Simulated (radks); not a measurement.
**Sc⁴⁺ in [Ne] 3s2 3p5: an all-electron calculation**

An exercise on one series of results from a longer session: the logs are not shown, and one member is left open.

The numbers are computed with radks (a radial shooting solver on a logarithmic mesh, Libxc functionals) version 1 (scalar-relativistic Kohn-Sham, exchange-only B88, spin-unpolarised, spherical densities, finite nucleus), except any that are marked as measured or tabulated.

## Starting point

```
element            : scandium (Z = 21)
charge             : +4
electrons          : 17
configuration      : [Ne] 3s2 3p5
nuclear rms radius : 3.5459 fm
```

Outer shells as boxes (Hund's rule):

Sc⁴⁺
```
[Ne] core
3s [↑↓]
3p [↑↓][↑↓][↑ ]
```

Set-up of the first run:

The run's settings:

```text
Z 21
configuration [Ne] 3s2 3p5 4s0 3d0 4p0 4f0
relativity scalar-relativistic
functional b88,
spin unpolarised
nucleus finite rms 3.5459 fm
c 137.035999084
```

Command:

```
> python run_ks.py task.json out
```

The same process makes all the runs of this session.

One of the session's tables, all rows but one given; the rest of the session is left out.

It belongs to the step «Shells». Sizes of the orbitals, from the radial functions (bohr):

| level | <r> | outermost maximum (interpolated) | 90 % within | nodes |
| --- | --- | --- | --- | --- |
| 1s | 0.07304 | 0.0478 | 0.130 | 0 |
| 2s | 0.3433 | 0.283 | 0.534 | 1 |
| 2p | 0.3073 | 0.232 | 0.506 | 0 |
| 3s | 1.033 | 0.909 | 1.53 | 2 |
| 3p | ? | ? | ? | ? |
| 3d | 1.224 | 0.946 | 1.97 | 0 |
| 4s | 2.506 | 2.33 | 3.59 | 3 |

**Question.** Estimate the row for 3p.

**Answer.** <r>: 1.091; outermost maximum (interpolated): 0.938; 90 % within: 1.65; nodes: 1. In the column «<r>» it lies between 3s (1.033) and 3d (1.224).

Caveats from the session: Spin polarisation and multiplet splitting are left out.
